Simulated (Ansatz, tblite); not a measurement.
# Si(vinyl)3Br (C6H9BrSi): rung by rung

How do method and basis change the picture of Si(vinyl)3Br (C6H9BrSi) (singlet)?

Computed with Ansatz 0.2.0, Gaussian basis. Level: as each input shows.

Levels to be run: GFN1-xTB, GFN2-xTB, PBE-D4/def2-TZVP, r2SCAN-D4/def2-TZVP, B2PLYP/def2-TZVP, B97M-V/def2-TZVP, LDA/def2-TZVP, LC-ωPBE(0.10)/def2-SVP, LC-ωPBE(0.15)/def2-SVP, LC-ωPBE(0.20)/def2-SVP, LC-ωPBE(0.30)/def2-SVP, PBE-D4/def2-SVP, PBE0-D4/def2-SVP, HF/STO-3G, PBE0-D4/def2-TZVPD, PBE-D4/def2-TZVPD, B2PLYP/def2-TZVPD, CCSD(T)/def2-SVP, MP2/def2-TZVP, RPA/def2-TZVP.

2 further runs of the same task are left out: 2 set aside as unsound or not needed.

### Step 1. The structure

The singlet was relaxed beforehand with r2SCAN-D4/def2-SVP.

17 atoms, charge 0, spin multiplicity 1.

Bond lengths: Si1–C2 1.869 Å, Si1–C7 1.869 Å, Si1–C12 1.869 Å, Si1–Br17 2.247 Å, C2–C3 1.341 Å, C2–H4 1.102 Å, C3–H5 1.097 Å, C3–H6 1.097 Å, C7–C8 1.341 Å, C7–H9 1.102 Å, C8–H10 1.097 Å, C8–H11 1.097 Å, C12–C13 1.341 Å, C12–H14 1.102 Å, C13–H15 1.097 Å, C13–H16 1.097 Å. Angles: C2–Si1–C7 109.8°, C2–Si1–C12 109.8°, C2–Si1–Br17 109.1°, C7–Si1–C12 109.8°, C7–Si1–Br17 109.2°, C12–Si1–Br17 109.2°, Si1–C2–C3 126.3°, Si1–C2–H4 115.8°, C3–C2–H4 117.8°, C2–C3–H5 121.5°, C2–C3–H6 121.9°, H5–C3–H6 116.6°, Si1–C7–C8 126.3°, Si1–C7–H9 115.8°, C8–C7–H9 117.8°, C7–C8–H10 121.5°, C7–C8–H11 121.9°, H10–C8–H11 116.6° and more.

PBE0-D4/def2-TZVP was run before; its log isn't repeated, and its numbers join the tables.

### Step 2. GFN1-xTB

Tight binding, by tblite at 300 K electronic temperature and without a spin-polarisation term:

```python
tblite.interface.Calculator('GFN1-xTB', numbers, positions, charge=0, uhf=0).singlepoint()
```

Energy -631.7371 eV, HOMO -11.54 eV, LUMO -7.44 eV; 0.024 s.

### Step 3. GFN2-xTB

Tight binding, by tblite at 300 K electronic temperature and without a spin-polarisation term:

```python
tblite.interface.Calculator('GFN2-xTB', numbers, positions, charge=0, uhf=0).singlepoint()
```

Energy -630.1690 eV, HOMO -11.01 eV, LUMO -6.99 eV; 0.017 s.

### Step 4. PBE-D4/def2-TZVP

start.molden holds the orbitals of an earlier run on this state, given as this run's starting guess.

in.yaml

```yaml
crystal:
  periodic: [false, false, false]
  atoms:
    - {symbol: Si, position_ang: [-0.040116, -0.067814, -0.028473]}
    - {symbol: C, position_ang: [-0.287810, 0.058830, 1.819232]}
    - {symbol: C, position_ang: [-0.979854, -0.794384, 2.588133]}
    - {symbol: H, position_ang: [0.187759, 0.923712, 2.309275]}
    - {symbol: H, position_ang: [-1.477049, -1.674950, 2.163952]}
    - {symbol: H, position_ang: [-1.077937, -0.649199, 3.670702]}
    - {symbol: C, position_ang: [1.782907, -0.205800, -0.414329]}
    - {symbol: C, position_ang: [2.387323, -1.226626, -1.039398]}
    - {symbol: H, position_ang: [2.407838, 0.642031, -0.090362]}
    - {symbol: H, position_ang: [1.823863, -2.100565, -1.387628]}
    - {symbol: H, position_ang: [3.467473, -1.231643, -1.228835]}
    - {symbol: C, position_ang: [-0.750859, 1.442742, -0.867776]}
    - {symbol: C, position_ang: [-1.731755, 1.455735, -1.781990]}
    - {symbol: H, position_ang: [-0.309589, 2.408377, -0.572549]}
    - {symbol: H, position_ang: [-2.213255, 0.530285, -2.119980]}
    - {symbol: H, position_ang: [-2.093244, 2.389105, -2.230101]}
    - {symbol: Br, position_ang: [-1.095694, -1.899817, -0.789883]}
basis:
  gaussian: {orbitals: def2-TZVP, initial_orbitals: start.molden}
hamiltonian: {xc: pbe, dispersion: d4}
scf: {omitted_lower_state_checks: [starts]}
output: {orbitals: {seedname: orbitals}}
```

On the command line:

```
$ ansatz run in.yaml --threads 2 --pin off --events-out ev --progress --plain --max-ram 22528MiB --backend cuda --devices 0, --max-vram 18GiB
```

Further steps of the session: r2SCAN-D4/def2-TZVP; B2PLYP/def2-TZVP; B97M-V/def2-TZVP; LDA/def2-TZVP; LC-ωPBE(0.10)/def2-SVP; LC-ωPBE(0.15)/def2-SVP; LC-ωPBE(0.20)/def2-SVP; LC-ωPBE(0.30)/def2-SVP; PBE-D4/def2-SVP; PBE0-D4/def2-SVP; HF/STO-3G; PBE0-D4/def2-TZVPD; PBE-D4/def2-TZVPD; B2PLYP/def2-TZVPD; CCSD(T)/def2-SVP; MP2/def2-TZVP; RPA/def2-TZVP.

Before running them: what should the planned runs give, taken together? Wanted: gap in def2-TZVP, named functionals, smallest and largest; gap over the ω; correlation energy, CCSD(T)/def2-SVP; correlation energy, MP2/def2-TZVP; binding an atom, CCSD(T)/def2-SVP; PBE0 total energy, smallest basis above largest.

As calculated:

```
                                                 quantity                             value
gap in def2-TZVP, named functionals, smallest and largest  4.82 eV (LDA), 6.91 eV (PBE0-D4)
                                  gap over the ω (1/bohr)   7.83 eV at 0.1, 11.33 eV at 0.3
                     correlation energy, CCSD(T)/def2-SVP                         -33.54 eV
                        correlation energy, MP2/def2-TZVP                         -36.25 eV
                        binding an atom, CCSD(T)/def2-SVP                          4.088 eV
          PBE0 total energy, smallest basis above largest   18.16 eV (def2-SVP, def2-TZVPD)
```

What this shows: Over the named functionals in def2-TZVP the gap runs from 4.82 eV (LDA) to 6.91 eV (PBE0-D4); exact exchange widens it. Raising the ω (1/bohr) from 0.1 to 0.3 moves the HOMO by -1.95 eV and the LUMO by +1.55 eV. A small miss in a minimal or small basis is a cancelling of errors, not accuracy. The functionals in def2-TZVP miss CCSD(T)/def2-SVP by +0.189 (B97M-V) to +0.772 eV (LDA) an atom. The yardstick is in a double-zeta basis, so levels in larger sets aren't compared like for like. CCSD(T)/def2-SVP isn't at the basis-set limit; small misses against it rank nothing.
